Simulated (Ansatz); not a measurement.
# C4H8OSe: the cost of one run

All numbers below are computed with Ansatz 0.2.0 (RKS PBE-D4/def2-SVP).

### Step 1. The system as given

Bond lengths: C1–C2 1.508 Å, C2–C3 1.504 Å, C3–O4 1.306 Å, C3–Se5 1.911 Å, Se5–C6 1.967 Å, C1–H7 1.116 Å, C1–H8 1.156 Å, C1–H9 1.085 Å, C2–H10 1.091 Å, C2–H11 1.107 Å, C6–H12 1.114 Å, C6–H13 1.092 Å, C6–H14 1.110 Å. Angles (14 of 22 angles, heavy atoms first): C1–C2–C3 112.5°, C2–C3–O4 118.4°, C2–C3–Se5 121.8°, O4–C3–Se5 119.5°, C3–Se5–C6 90.6°, C1–C2–H10 109.2°, C1–C2–H11 105.8°, C3–C2–H10 109.5°, C3–C2–H11 110.9°, C2–C1–H7 111.9°, C2–C1–H8 107.0°, C2–C1–H9 114.6°, Se5–C6–H12 108.8°, Se5–C6–H13 112.8°.

Coordinates:

```xyz
14

C     0.1282   -0.9257    1.5735
C     0.7058   -1.1837    0.2042
C     1.0500    0.0863   -0.5243
O     2.0017    0.8410   -0.0437
Se    0.2642    0.5231   -2.2103
C    -1.1766    1.5093   -1.3051
H     0.8274   -0.3394    2.2168
H    -0.7955   -0.2451    1.4291
H    -0.1979   -1.8159    2.1008
H    -0.0110   -1.7582   -0.3853
H     1.6088   -1.8026    0.3688
H    -1.7576    0.7974   -0.6750
H    -0.8036    2.3142   -0.6691
H    -1.8569    1.9702   -2.0514
```

### Step 2. End point A

Input file input.yaml:

```yaml
crystal:
  periodic: [false, false, false]
  atoms:
    - { symbol: C, position_ang: [0.1282, -0.9257, 1.5735] }
    - { symbol: C, position_ang: [0.7058, -1.1837, 0.2042] }
    - { symbol: C, position_ang: [1.05, 0.0863, -0.5243] }
    - { symbol: O, position_ang: [2.0017, 0.841, -0.0437] }
    - { symbol: Se, position_ang: [0.2642, 0.5231, -2.2103] }
    - { symbol: C, position_ang: [-1.1766, 1.5093, -1.3051] }
    - { symbol: H, position_ang: [0.8274, -0.3394, 2.2168] }
    - { symbol: H, position_ang: [-0.7955, -0.2451, 1.4291] }
    - { symbol: H, position_ang: [-0.1979, -1.8159, 2.1008] }
    - { symbol: H, position_ang: [-0.011, -1.7582, -0.3853] }
    - { symbol: H, position_ang: [1.6088, -1.8026, 0.3688] }
    - { symbol: H, position_ang: [-1.7576, 0.7974, -0.675] }
    - { symbol: H, position_ang: [-0.8036, 2.3142, -0.6691] }
    - { symbol: H, position_ang: [-1.8569, 1.9702, -2.0514] }
basis:
  gaussian: { orbitals: def2-SVP }
hamiltonian:
  xc: pbe
  dispersion: d4
relax:
  f_tol: 0.015
  max_steps: 40
```

Command:

```bash
ansatz run input.yaml --threads 2 --pin off --max-ram 3072MiB --backend cpu --events-out ev --progress --plain --runs-dir out
```

What time and memory should one allow on 2 threads of AMD EPYC 9R14 (Zen 4), shared host?

About 59 s, with a peak of 0.23 GiB.
